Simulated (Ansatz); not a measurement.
# ScTeI4: the cost of one run

Computed with Ansatz 0.2.0 (DFT PBE, scalar-relativistic, plane waves, PAW, unless a step's input says otherwise).

2 further runs of the same task are left out: 1 that didn't finish, 1 set aside as unsound or not needed.

## Step 1: The starting structure

Symmetry: P6/mmm, No. 191, hexagonal system. Conventional cell: a = 4.731 Å, b = 4.731 Å, c = 9.996 Å, α = 90.00°, β = 90.00°, γ = 120.00°. Sc (site symmetry 6/mmm) is surrounded by 12 I at 3.66 Å. Te (site symmetry 6/mmm) has 12 I at 3.74 Å as nearest neighbours. I (site symmetry 3m) has 3 I at 2.73 Å and 3 Sc at 3.66 Å as nearest neighbours.

As a file:

```cif
data_structure
_symmetry_space_group_name_H-M 'P 1'
_symmetry_Int_Tables_number 1
_cell_length_a 4.7314
_cell_length_b 4.7314
_cell_length_c 9.9963
_cell_angle_alpha 90.000
_cell_angle_beta 90.000
_cell_angle_gamma 120.000
_cell_volume 193.80
loop_
_atom_site_label
_atom_site_type_symbol
_atom_site_fract_x
_atom_site_fract_y
_atom_site_fract_z
_atom_site_occupancy
Sc1 Sc 0.00000 0.00000 0.50000 1
Te1 Te 0.00000 0.00000 0.00000 1
I1 I 0.33333 0.66667 0.74380 1
I2 I 0.33333 0.66667 0.25620 1
I3 I 0.66667 0.33333 0.74380 1
I4 I 0.66667 0.33333 0.25620 1
```

Recipe of the guess: species swapped into a database cell of TiB4Mo (P6/mmm, No. 191), with Sc on the Ti sites, I on the B sites and Te on the Mo sites. The dimensions are guesses.

## Step 2: Probe: one point on a coarse mesh

The input, input.yaml:

```yaml
crystal:
  lattice:
    - [4.73136777, 0.0, 0.0]
    - [-2.36568389, 4.09748468, 0.0]
    - [0.0, 0.0, 9.99629358]
  atoms:
    - { symbol: Sc, position: [0.0, 0.0, 0.5] }
    - { symbol: Te, position: [0.0, 0.0, 0.0] }
    - { symbol: I, position: [0.33333333, 0.66666667, 0.74380201] }
    - { symbol: I, position: [0.33333333, 0.66666667, 0.25619799] }
    - { symbol: I, position: [0.66666667, 0.33333333, 0.74380201] }
    - { symbol: I, position: [0.66666667, 0.33333333, 0.25619799] }
basis:
  ecutwfc: 420
kpoints:
  mp_grid: { grid: [6, 6, 2] }
hamiltonian:
  xc: pbe
scf:
  occupations: { method: gaussian, width: 0.1 }
  lower_state_search: "off"
output:
  forces: true
  stress: true
  eigenvalues: true
```

Started as:

```sh
ansatz run input.yaml --threads 1 --pin off --max-ram 2560MiB --backend cpu --events-out ev --progress --plain --runs-dir out
```

**Question.** How long does this run take on 1 thread of AMD EPYC 9R45 (Zen 5), shared host, and how much memory does it need?

About 3.5 s, with a peak of 0.55 GiB.
